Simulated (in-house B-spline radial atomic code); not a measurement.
# Ru⁵⁺: excited configurations

How much energy does it take to promote electrons of Ru⁵⁺ to other shells? Each configuration is solved by itself and compared with the reference.

Method: Dirac-Hartree-Fock, average of configuration, Fermi nucleus, basis-set limit. Code: in-house B-spline radial atomic code version 1.

## 1. The system

```
element       : ruthenium (Z = 44)
charge        : +5
electrons     : 39
configuration : [Kr] 4d3
Hamiltonian   : Dirac-Coulomb
nucleus       : Fermi, rms radius 4.481 fm
```

Outer shells as boxes (Hund's rule):

[Kr] 4d3
```
[Kr] core
4d [↑ ][↑ ][↑ ][  ][  ]
```

The boxes draw the filling by Hund's rule, which heavy ions in jj coupling don't follow; these runs average over all states of the configuration.

Input settings:

```ini
Z = 44
electrons = 39.0
configuration = [Kr] 4d3
hamiltonian = dirac
method = hf
spin_polarised = False
nucleus = fermi
rms_radius = 4.4809
mass_number = 102
atomic_mass = 101.904340312
speed_of_light = 137.035999084
```

From the earlier run of the reference: total energy -4523.677247 hartree. Levels, eight at most:

```
orbital  occupation  energy (eV)  <r> (bohr)
  3p3/2           4      -558.46      0.4037
  3d3/2           4      -379.09      0.3807
  3d5/2           6      -374.64      0.3841
  4s1/2           2      -161.88      1.0000
  4p1/2           2      -127.29       1.068
  4p3/2           4      -123.44       1.091
  4d3/2         1.2      -75.528       1.309
  4d5/2         1.8      -75.058       1.318
```

## 2. Configuration [Ar] 3d10 4s2 4p5 4d3 6d1

The settings differ from step 1 so:

```diff
@@ -2,3 +2,3 @@
 electrons = 39.0
-configuration = [Kr] 4d3
+configuration = [Ar] 3d10 4s2 4p5 4d3 6d1
 hamiltonian = dirac
```

From the run's result record (rounded, not every field):

```text
{
  "status": "converged",
  "scf [iteration, energy, orbital gradient]": [
    [1, -4511.74150212, 0.649],
    [2, -4519.05375168, 0.221],
    [3, -4519.84423634, 0.0585],
    [4, -4519.92134259, 0.0209],
    [5, -4519.93019919, 0.00901],
    [6, -4519.93123331, 0.000758],
    [7, -4519.93124283, 7.24e-05],
    [8, -4519.93124293, 8.08e-06],
    [9, -4519.93124293, 6e-07],
    [10, -4519.93124293, 2.57e-08]
  ],
  "energy [hartree]": {"total": -4519.93124293, "kinetic": 4704.79847339, "nuclear": -10816.3675467, "coulomb": 1719.03104422, "exact_exchange": -127.393213862},
  "breit [hartree]": {"gaunt": 3.161456, "retardation": -0.3158953, "frequency_dependence": -0.0216574},
  "qed [hartree]": {"self_energy": 2.129696, "uehling": -0.2518574, "wichmann_kroll": 0.004132341},
  "recoil [hartree]": 0.01701365,
  "total_with_corrections [hartree]": -4515.20835468,
  "orbitals [hartree, bohr; first row names the columns]": [
    ["name", "occ", "eps", "<r>"],
    ["1s1/2", 2.0, -821.00502, 0.033427],
    ["2s1/2", 2.0, -123.77459, 0.14502],
    ["2p1/2", 2.0, -114.24294, 0.1237],
    ["2p3/2", 4.0, -109.40362, 0.12842],
    ["3s1/2", 2.0, -25.720647, 0.39956],
    ["3p1/2", 2.0, -21.968022, 0.39387],
    ["3p3/2", 4.0, -21.116307, 0.40401],
    ["3d3/2", 4.0, -14.533042, 0.38023],
    ["3d5/2", 6.0, -14.369402, 0.38359],
    ["4s1/2", 2.0, -6.3877926, 0.98834],
    ["4p1/2", 1.6667, -5.1614238, 1.0494],
    ["4p3/2", 3.3333, -5.0161272, 1.0715],
    ["4d3/2", 1.2, -3.1963209, 1.2572],
    ["4d5/2", 1.8, -3.1771923, 1.2653],
    ["6d3/2", 0.4, -0.79093913, 5.2871],
    ["6d5/2", 0.6, -0.78897562, 5.3015]
  ],
  "sum_r [bohr^k]": {"-1": 245.8282, "1": 24.52279, "2": 48.86391},
  "energy_minus_base [hartree]": 3.74600376,
  "energy_minus_base_with_corrections [hartree]": 3.74324461
}
```

Wall time 1.5 s (1 thread, shared host).

energy_minus_base is the energy less that of the reference run.

## 3. [Kr] 4d2 8p1

The settings differ from step 2 so:

```diff
@@ -2,3 +2,3 @@
 electrons = 39.0
-configuration = [Ar] 3d10 4s2 4p5 4d3 6d1
+configuration = [Kr] 4d2 8p1
 hamiltonian = dirac
```

Results of the run:

```text
{
  "status": "converged",
  "scf [iteration, energy, orbital gradient]": [
    [1, -4513.54949811, 0.637],
    [2, -4520.52654095, 0.22],
    [3, -4521.31378834, 0.0555],
    [4, -4521.38903044, 0.0209],
    [5, -4521.39703828, 0.00867],
    [6, -4521.39811841, 0.000629],
    [7, -4521.39812524, 6.04e-05],
    [8, -4521.39812528, 4.72e-06],
    [9, -4521.39812528, 3.26e-07]
  ],
  "energy [hartree]": {"total": -4521.39812528, "kinetic": 4706.41188236, "nuclear": -10818.8846101, "coulomb": 1719.30892571, "exact_exchange": -128.234323296},
  "breit [hartree]": {"gaunt": 3.165375, "retardation": -0.316504, "frequency_dependence": -0.02173138},
  "qed [hartree]": {"self_energy": 2.129771, "uehling": -0.2518492, "wichmann_kroll": 0.004132225},
  "recoil [hartree]": 0.0170185,
  "total_with_corrections [hartree]": -4516.67191306,
  "orbitals [hartree, bohr; first row names the columns]": [
    ["name", "occ", "eps", "<r>"],
    ["1s1/2", 2.0, -820.96052, 0.033427],
    ["2s1/2", 2.0, -123.77267, 0.14503],
    ["2p1/2", 2.0, -114.23783, 0.1237],
    ["2p3/2", 4.0, -109.39945, 0.12842],
    ["3s1/2", 2.0, -25.728931, 0.39959],
    ["3p1/2", 2.0, -21.979962, 0.39338],
    ["3p3/2", 4.0, -21.128292, 0.40348],
    ["3d3/2", 4.0, -14.534483, 0.38047],
    ["3d5/2", 6.0, -14.370842, 0.38383],
    ["4s1/2", 2.0, -6.4811606, 0.99038],
    ["4p1/2", 2.0, -5.1880742, 1.0532],
    ["4p3/2", 4.0, -5.0426039, 1.0756],
    ["4d3/2", 0.8, -3.2727641, 1.2638],
    ["4d5/2", 1.2, -3.2541589, 1.272],
    ["8p1/2", 0.33333, -0.45994289, 9.6722],
    ["8p3/2", 0.66667, -0.456502, 9.7464]
  ],
  "sum_r [bohr^k]": {"-1": 245.8854, "1": 28.79143, "2": 122.3904},
  "energy_minus_base [hartree]": 2.27912142,
  "energy_minus_base_with_corrections [hartree]": 2.27968623
}
```

Wall time 1.4 s (1 thread, shared host).

Radial density 4πr²n(r) and radial functions P(r) = rR(r):

```
r (bohr)      4πr²n    4d5/2    8p3/2
 0.00390      10.06   0.0000   0.0009
 0.00629      20.16   0.0002   0.0022
  0.0101      35.43   0.0007   0.0052
  0.0164      51.53   0.0028   0.0119
  0.0264      55.97   0.0099   0.0243
  0.0425      48.51   0.0329   0.0429
  0.0685      56.63   0.0969   0.0582
   0.111      69.22   0.2378   0.0413
   0.178      47.03   0.4280  -0.0292
   0.287      53.06   0.4682  -0.0891
   0.463      35.12   0.0524  -0.0025
   0.747      12.92  -0.6865   0.1372
    1.20      9.482  -0.9667  -0.0058
    1.94      1.179  -0.5060  -0.1957
    3.13    0.05549  -0.0795   0.1982
    5.05    0.02042  -0.0019  -0.1371
    8.14    0.01033   0.0000   0.0948
    13.1    0.08124   0.0000   0.2875
    21.2  2.889e-05   0.0000   0.0055
    34.1  2.473e-11   0.0000   0.0000
```

On the record's full grid the radial density has clear maxima near r = 0.026, 0.11, 0.29, 6.4, 10 bohr.

X-ray form factor of the spherical density:

```
sinθ/λ (1/Å)  f (electrons)
           0         39.000
         0.1         36.862
         0.2         33.695
         0.3         29.759
         0.4         26.023
         0.6         20.516
         0.8         16.877
           1         13.922
         1.4          9.324
         1.8          6.799
         2.5          5.046
           4          2.840
           6          1.468
```

## 4. [Ar] 3d10 4s2 4p5 4d3 5d1

The settings differ from step 3 so:

```diff
@@ -2,3 +2,3 @@
 electrons = 39.0
-configuration = [Kr] 4d2 8p1
+configuration = [Ar] 3d10 4s2 4p5 4d3 5d1
 hamiltonian = dirac
```

Results of the run:

```text
{
  "status": "converged",
  "scf [iteration, energy, orbital gradient]": [
    [1, -4512.29914902, 0.647],
    [2, -4519.38945398, 0.226],
    [3, -4520.33061439, 0.0571],
    [4, -4520.41791327, 0.0196],
    [5, -4520.4281015, 0.00877],
    [6, -4520.42917725, 0.000882],
    [7, -4520.42918962, 9.44e-05],
    [8, -4520.42918975, 6.64e-06],
    [9, -4520.42918975, 4.12e-07]
  ],
  "energy [hartree]": {"total": -4520.42918975, "kinetic": 4705.29238199, "nuclear": -10822.5138001, "coulomb": 1724.21014547, "exact_exchange": -127.417917141},
  "breit [hartree]": {"gaunt": 3.161482, "retardation": -0.3159037, "frequency_dependence": -0.02165612},
  "qed [hartree]": {"self_energy": 2.129674, "uehling": -0.2518552, "wichmann_kroll": 0.004132305},
  "recoil [hartree]": 0.01701527,
  "total_with_corrections [hartree]": -4515.70630174,
  "orbitals [hartree, bohr; first row names the columns]": [
    ["name", "occ", "eps", "<r>"],
    ["1s1/2", 2.0, -820.8647, 0.033427],
    ["2s1/2", 2.0, -123.63388, 0.14502],
    ["2p1/2", 2.0, -114.10222, 0.1237],
    ["2p3/2", 4.0, -109.2629, 0.12842],
    ["3s1/2", 2.0, -25.582802, 0.39958],
    ["3p1/2", 2.0, -21.830166, 0.39389],
    ["3p3/2", 4.0, -20.978564, 0.40404],
    ["3d3/2", 4.0, -14.395308, 0.38027],
    ["3d5/2", 6.0, -14.231704, 0.38364],
    ["4s1/2", 2.0, -6.2584259, 0.98904],
    ["4p1/2", 1.6667, -5.0333759, 1.0504],
    ["4p3/2", 3.3333, -4.8884044, 1.0726],
    ["4d3/2", 1.2, -3.0726236, 1.2542],
    ["4d5/2", 1.8, -3.0536183, 1.2623],
    ["5d3/2", 0.4, -1.2904498, 3.1335],
    ["5d5/2", 0.6, -1.2863038, 3.1454]
  ],
  "sum_r [bohr^k]": {"-1": 245.9679, "1": 22.36577, "2": 28.39932},
  "energy_minus_base [hartree]": 3.24805695,
  "energy_minus_base_with_corrections [hartree]": 3.24529754
}
```

It took 1.2 s on 1 thread, shared host.

## 5. Run with [Kr] 4d2 7d1

The settings differ from step 4 so:

```diff
@@ -2,3 +2,3 @@
 electrons = 39.0
-configuration = [Ar] 3d10 4s2 4p5 4d3 5d1
+configuration = [Kr] 4d2 7d1
 hamiltonian = dirac
```

Results of the run:

```text
{
  "status": "converged",
  "scf [iteration, energy, orbital gradient]": [
    [1, -4513.63235538, 0.636],
    [2, -4520.77174116, 0.211],
    [3, -4521.40463482, 0.0565],
    [4, -4521.46767744, 0.0211],
    [5, -4521.47509191, 0.00864],
    [6, -4521.47595409, 0.000389],
    [7, -4521.47595903, 5.5e-05],
    [8, -4521.47595914, 6.22e-06],
    [9, -4521.47595914, 7.22e-07],
    [10, -4521.47595914, 3.86e-08]
  ],
  "energy [hartree]": {"total": -4521.47595914, "kinetic": 4706.48493819, "nuclear": -10820.1567816, "coulomb": 1720.43254099, "exact_exchange": -128.23665669},
  "breit [hartree]": {"gaunt": 3.165283, "retardation": -0.3164903, "frequency_dependence": -0.02172921},
  "qed [hartree]": {"self_energy": 2.129763, "uehling": -0.2518487, "wichmann_kroll": 0.004132217},
  "recoil [hartree]": 0.01701878,
  "total_with_corrections [hartree]": -4516.74983029,
  "orbitals [hartree, bohr; first row names the columns]": [
    ["name", "occ", "eps", "<r>"],
    ["1s1/2", 2.0, -820.93112, 0.033427],
    ["2s1/2", 2.0, -123.74211, 0.14503],
    ["2p1/2", 2.0, -114.20736, 0.1237],
    ["2p3/2", 4.0, -109.36895, 0.12842],
    ["3s1/2", 2.0, -25.698909, 0.39959],
    ["3p1/2", 2.0, -21.949871, 0.39339],
    ["3p3/2", 4.0, -21.098228, 0.40349],
    ["3d3/2", 4.0, -14.504628, 0.38048],
    ["3d5/2", 6.0, -14.340997, 0.38384],
    ["4s1/2", 2.0, -6.452747, 0.99053],
    ["4p1/2", 2.0, -5.1598941, 1.0534],
    ["4p3/2", 4.0, -5.0144769, 1.0758],
    ["4d3/2", 0.8, -3.2457254, 1.2625],
    ["4d5/2", 1.2, -3.2271367, 1.2707],
    ["7d3/2", 0.4, -0.53645488, 7.9692],
    ["7d5/2", 0.6, -0.53535669, 7.9867]
  ],
  "sum_r [bohr^k]": {"-1": 245.9143, "1": 27.04865, "2": 88.32151},
  "energy_minus_base [hartree]": 2.20128756,
  "energy_minus_base_with_corrections [hartree]": 2.201769
}
```

Wall time 1.4 s (1 thread, shared host).

## 6. Configuration [Ar] 3d9 4s2 4p6 4d3 8g1

The settings differ from step 5 so:

```diff
@@ -2,3 +2,3 @@
 electrons = 39.0
-configuration = [Kr] 4d2 7d1
+configuration = [Ar] 3d9 4s2 4p6 4d3 8g1
 hamiltonian = dirac
```

Results of the run:

```text
{
  "status": "converged",
  "scf [iteration, energy, orbital gradient]": [
    [1, -4499.14721827, 0.706],
    [2, -4509.08142301, 0.254],
    [3, -4510.34392621, 0.0706],
    [4, -4510.47271295, 0.0256],
    [5, -4510.48682752, 0.01],
    [6, -4510.48867123, 0.000761],
    [7, -4510.48868302, 6.53e-05],
    [8, -4510.4886831, 4.41e-06],
    [9, -4510.4886831, 3.94e-07]
  ],
  "energy [hartree]": {"total": -4510.4886831, "kinetic": 4695.80041174, "nuclear": -10768.2196032, "coulomb": 1687.37414429, "exact_exchange": -125.443635906},
  "breit [hartree]": {"gaunt": 3.160875, "retardation": -0.3162033, "frequency_dependence": -0.02180746},
  "qed [hartree]": {"self_energy": 2.131158, "uehling": -0.2519823, "wichmann_kroll": 0.004134415},
  "recoil [hartree]": 0.01703275,
  "total_with_corrections [hartree]": -4505.76547544,
  "orbitals [hartree, bohr; first row names the columns]": [
    ["name", "occ", "eps", "<r>"],
    ["1s1/2", 2.0, -822.15183, 0.033428],
    ["2s1/2", 2.0, -124.99199, 0.14497],
    ["2p1/2", 2.0, -115.45715, 0.12364],
    ["2p3/2", 4.0, -110.61763, 0.12835],
    ["3s1/2", 2.0, -26.555299, 0.39675],
    ["3p1/2", 2.0, -22.794165, 0.38993],
    ["3p3/2", 4.0, -21.92654, 0.3998],
    ["3d3/2", 3.6, -15.463488, 0.37402],
    ["3d5/2", 5.4, -15.295751, 0.37723],
    ["4s1/2", 2.0, -6.7631521, 0.97059],
    ["4p1/2", 2.0, -5.451374, 1.028],
    ["4p3/2", 4.0, -5.2965686, 1.0498],
    ["4d3/2", 1.2, -3.4514928, 1.2183],
    ["4d5/2", 1.8, -3.4306376, 1.2264],
    ["8g7/2", 0.44444, -0.28274303, 14.223],
    ["8g9/2", 0.55556, -0.28275066, 14.222]
  ],
  "sum_r [bohr^k]": {"-1": 244.7339, "1": 33.76205, "2": 246.613},
  "energy_minus_base [hartree]": 13.1885636,
  "energy_minus_base_with_corrections [hartree]": 13.1861238
}
```

Run time: 1.7 s. Hardware: 1 thread, shared host.

## 7. Run with [Ar] 3d9 4s2 4p6 4d3 5p1

The settings differ from step 6 so:

```diff
@@ -2,3 +2,3 @@
 electrons = 39.0
-configuration = [Ar] 3d9 4s2 4p6 4d3 8g1
+configuration = [Ar] 3d9 4s2 4p6 4d3 5p1
 hamiltonian = dirac
```

Results of the run:

```text
{
  "status": "converged",
  "scf [iteration, energy, orbital gradient]": [
    [1, -4500.92580812, 0.701],
    [2, -4510.15716899, 0.259],
    [3, -4511.8150236, 0.0804],
    [4, -4511.97019212, 0.0266],
    [5, -4511.98435122, 0.00952],
    [6, -4511.98673993, 0.00104],
    [7, -4511.98676037, 8.2e-05],
    [8, -4511.98676041, 4.43e-06],
    [9, -4511.98676041, 5.13e-07],
    [10, -4511.98676041, 3.58e-08]
  ],
  "energy [hartree]": {"total": -4511.98676041, "kinetic": 4697.32143023, "nuclear": -10784.616024, "coulomb": 1700.81589548, "exact_exchange": -125.508062164},
  "breit [hartree]": {"gaunt": 3.16171, "retardation": -0.3163472, "frequency_dependence": -0.02181913},
  "qed [hartree]": {"self_energy": 2.131144, "uehling": -0.251978, "wichmann_kroll": 0.004134348},
  "recoil [hartree]": 0.01703718,
  "total_with_corrections [hartree]": -4507.26287955,
  "orbitals [hartree, bohr; first row names the columns]": [
    ["name", "occ", "eps", "<r>"],
    ["1s1/2", 2.0, -821.78066, 0.033428],
    ["2s1/2", 2.0, -124.62846, 0.14497],
    ["2p1/2", 2.0, -115.0929, 0.12364],
    ["2p3/2", 4.0, -110.25359, 0.12835],
    ["3s1/2", 2.0, -26.199364, 0.39679],
    ["3p1/2", 2.0, -22.438693, 0.38997],
    ["3p3/2", 4.0, -21.571284, 0.39984],
    ["3d3/2", 3.6, -15.10641, 0.37412],
    ["3d5/2", 5.4, -14.938736, 0.37733],
    ["4s1/2", 2.0, -6.4260437, 0.97182],
    ["4p1/2", 2.0, -5.1169955, 1.0301],
    ["4p3/2", 4.0, -4.9628665, 1.0522],
    ["4d3/2", 1.2, -3.1213283, 1.229],
    ["4d5/2", 1.8, -3.1007346, 1.2373],
    ["5p1/2", 0.33333, -1.8008125, 2.4412],
    ["5p3/2", 0.66667, -1.7734386, 2.4812]
  ],
  "sum_r [bohr^k]": {"-1": 245.1065, "1": 22.05731, "2": 24.71037},
  "energy_minus_base [hartree]": 11.6904863,
  "energy_minus_base_with_corrections [hartree]": 11.6887197
}
```

Wall time 1.4 s (1 thread, shared host).

## 8. Energies above the reference

| net move | configuration | energy above the reference (eV) | with Breit, QED, recoil (eV) | largest <r> (bohr) |
| --- | --- | --- | --- | --- |
| 4d → 7d | [Kr] 4d2 7d1 | 59.900 | 59.913 | 7.99 |
| 4d → 8p | [Kr] 4d2 8p1 | 62.018 | 62.033 | 9.75 |
| 4p → 5d | [Ar] 3d10 4s2 4p5 4d3 5d1 | 88.384 | 88.309 | 3.15 |
| 4p → 6d | [Ar] 3d10 4s2 4p5 4d3 6d1 | 101.93 | 101.86 | 5.30 |
| 3d → 5p | [Ar] 3d9 4s2 4p6 4d3 5p1 | 318.11 | 318.07 | 2.48 |
| 3d → 8g | [Ar] 3d9 4s2 4p6 4d3 8g1 | 358.88 | 358.81 | 14.2 |

Quantum defects of the promoted electron, δ = n − ζ/√(−2ε) with ζ = 6 and ε its orbital energy in hartree:

| promotion | δ |
| --- | --- |
| 4d → 7d | 1.204 |
| 4d → 8p | 1.729 |
| 4p → 5d | 1.262 |
| 4p → 6d | 1.226 |
| 3d → 5p | 1.822 |
| 3d → 8g | 0.021 |

**Reading.** At the bottom stands 4d → 7d (59.900 eV), at the top 3d → 8g (358.88 eV). Koopmans' estimate of the ionisation threshold is 75.058 eV; 4 configurations exceed it by over 2 % and could autoionise. Of those tabulated, the defect is largest for 5p (1.82) and least for 8g (0.02): low angular momentum penetrates the core, high angular momentum stays outside it. Two partly filled shells share a symmetry and can mix in the average, which may lower the energy, for: 4d → 7d; 4p → 5d; 4p → 6d; 3d → 5p; 3d → 8g. These are averages over configurations, without correlation, not spectroscopic levels.
